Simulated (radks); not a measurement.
# Fractional charge and spin in the 4p shell of palladium

Aim: the energy as the spin-up occupation of 4p runs from 2 to 3 and the spin-down one from 2 to 3, against the two flat planes that join the four corners. Added charge counts from the emptiest corner (up 2, down 2).

Method: scalar-relativistic Kohn-Sham, SCAN, spin-polarised, spherical densities, finite nucleus. Code: radks (a radial shooting solver on a logarithmic mesh, Libxc functionals) version 1.

## (1) The system

```
element            : palladium (Z = 46)
configuration      : [Ar] 3d10 4s2 4d(up 4, down 4) 4p(up 3, down 3)
nuclear rms radius : 4.5318 fm
```

A shell typed twice in an input gives spin up, then spin down.

## (2) 4p: up 3, down 3

Input:

```text
Z 46
configuration [Ar] 3d10 4s2 4d4 4d4 4p3 4p3
relativity scalar-relativistic
functional scan,scan
spin polarised
nucleus finite rms 4.5318 fm
c 137.035999084
```

## (3) 4p: up 3, down 2.5

Input:

```text
Z 46
configuration [Ar] 3d10 4s2 4d4 4d4 4p3 4p2.5
relativity scalar-relativistic
functional scan,scan
spin polarised
nucleus finite rms 4.5318 fm
c 137.035999084
```

## (4) 4p: up 3, down 2

Input:

```text
Z 46
configuration [Ar] 3d10 4s2 4d4 4d4 4p3 4p2
relativity scalar-relativistic
functional scan,scan
spin polarised
nucleus finite rms 4.5318 fm
c 137.035999084
```

## (5) 4p: up 2.5, down 2.5

Input:

```text
Z 46
configuration [Ar] 3d10 4s2 4d4 4d4 4p2.5 4p2.5
relativity scalar-relativistic
functional scan,scan
spin polarised
nucleus finite rms 4.5318 fm
c 137.035999084
```

## (6) 4p: up 2.5, down 2

Input:

```text
Z 46
configuration [Ar] 3d10 4s2 4d4 4d4 4p2.5 4p2
relativity scalar-relativistic
functional scan,scan
spin polarised
nucleus finite rms 4.5318 fm
c 137.035999084
```

## (7) 4p: up 2, down 2

Input:

```text
Z 46
configuration [Ar] 3d10 4s2 4d4 4d4 4p2 4p2
relativity scalar-relativistic
functional scan,scan
spin polarised
nucleus finite rms 4.5318 fm
c 137.035999084
```

Q: Predict the outcome of this session. Wanted: for each run, down \ up; 2; 2.5; 3.

**Answer**, as computed:

| down \ up | 2 | 2.5 | 3 |
| --- | --- | --- | --- |
| 2 | 0.000 | -2.169 | 0.000 |
| 2.5 | -2.169 | 0.427 | -1.985 |
| 3 | 0.000 | -1.985 | 0.000 |

The table gives the energy in eV minus the planes, whose edge runs along up + down = one added electron; mirror points follow by spin symmetry. With half an added electron in each spin it lies 0.43 eV above the planes. With half an electron added in spin up alone it lies 2.17 eV below them. The planes are only a guide here: the condition holds for ground states with one frontier orbital, and this shell is degenerate.
